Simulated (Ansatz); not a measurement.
# C4H10AlNO: the cost of one run

All numbers below are computed with Ansatz 0.2.0 (RKS PBE/STO-3G).

### 1 Starting point

Bond lengths (14 of 16 bonds, heavy atoms first): C1–C2 1.397 Å, C2–N3 1.471 Å, N3–C4 1.438 Å, N3–C5 1.445 Å, C5–Al6 2.016 Å, Al6–O7 1.821 Å, C1–H8 1.028 Å, C1–H9 1.097 Å, C2–H10 1.097 Å, C4–H11 1.037 Å, C4–H12 1.149 Å, C4–H13 1.205 Å, C5–H14 1.110 Å, C5–H15 1.093 Å. Angles (14 of 25 angles, heavy atoms first): C1–C2–N3 123.6°, C2–N3–C4 118.7°, C2–N3–C5 118.6°, C4–N3–C5 122.7°, N3–C5–Al6 109.6°, C5–Al6–O7 120.0°, C1–C2–H10 116.8°, N3–C2–H10 119.6°, C2–C1–H8 120.3°, C2–C1–H9 116.1°, N3–C4–H11 116.3°, N3–C4–H12 108.2°, N3–C4–H13 107.2°, N3–C5–H14 111.9°.

As a file:

```xyz
17

C     1.9690   -1.0382    1.3455
C     1.2446   -0.0327    0.7008
N     0.3406   -0.2798   -0.4327
C     0.1501   -1.6324   -0.8824
C    -0.2835    0.8524   -1.0789
Al   -1.9781    1.3386   -0.1020
O    -2.1408    2.9768    0.6773
H     1.8908   -2.0146    1.0348
H     2.5667   -0.7231    2.2095
H     1.3779    0.9895    1.0748
H     0.9934   -2.1240   -1.2327
H    -0.3252   -2.2319   -0.0252
H    -0.7195   -1.6118   -1.7170
H     0.3615    1.7556   -1.0469
H    -0.5353    0.6117   -2.1145
H    -3.1375    0.2740    0.0429
H    -1.7939    2.8894    1.5872
```

### 2 Relaxing end A

input.yaml reads:

```yaml
crystal:
  periodic: [false, false, false]
  atoms:
    - { symbol: C, position_ang: [1.969, -1.0382, 1.3455] }
    - { symbol: C, position_ang: [1.2446, -0.0327, 0.7008] }
    - { symbol: "N", position_ang: [0.3406, -0.2798, -0.4327] }
    - { symbol: C, position_ang: [0.1501, -1.6324, -0.8824] }
    - { symbol: C, position_ang: [-0.2835, 0.8524, -1.0789] }
    - { symbol: Al, position_ang: [-1.9781, 1.3386, -0.102] }
    - { symbol: O, position_ang: [-2.1408, 2.9768, 0.6773] }
    - { symbol: H, position_ang: [1.8908, -2.0146, 1.0348] }
    - { symbol: H, position_ang: [2.5667, -0.7231, 2.2095] }
    - { symbol: H, position_ang: [1.3779, 0.9895, 1.0748] }
    - { symbol: H, position_ang: [0.9934, -2.124, -1.2327] }
    - { symbol: H, position_ang: [-0.3252, -2.2319, -0.0252] }
    - { symbol: H, position_ang: [-0.7195, -1.6118, -1.717] }
    - { symbol: H, position_ang: [0.3615, 1.7556, -1.0469] }
    - { symbol: H, position_ang: [-0.5353, 0.6117, -2.1145] }
    - { symbol: H, position_ang: [-3.1375, 0.274, 0.0429] }
    - { symbol: H, position_ang: [-1.7939, 2.8894, 1.5872] }
basis:
  gaussian: { orbitals: STO-3G }
hamiltonian:
  xc: pbe
relax:
  f_tol: 0.015
  max_steps: 40
output:
  orbitals: {}
```

On the command line:

```
> ansatz run input.yaml --threads 1 --pin off --max-ram 2048MiB --backend cpu --events-out ev --progress --plain --runs-dir out
```

**Question.** How long does this run take on 1 thread of Intel Xeon at 2.70GHz, shared host, and how much memory does it need?

About 82 s, with a peak of 0.17 GiB.
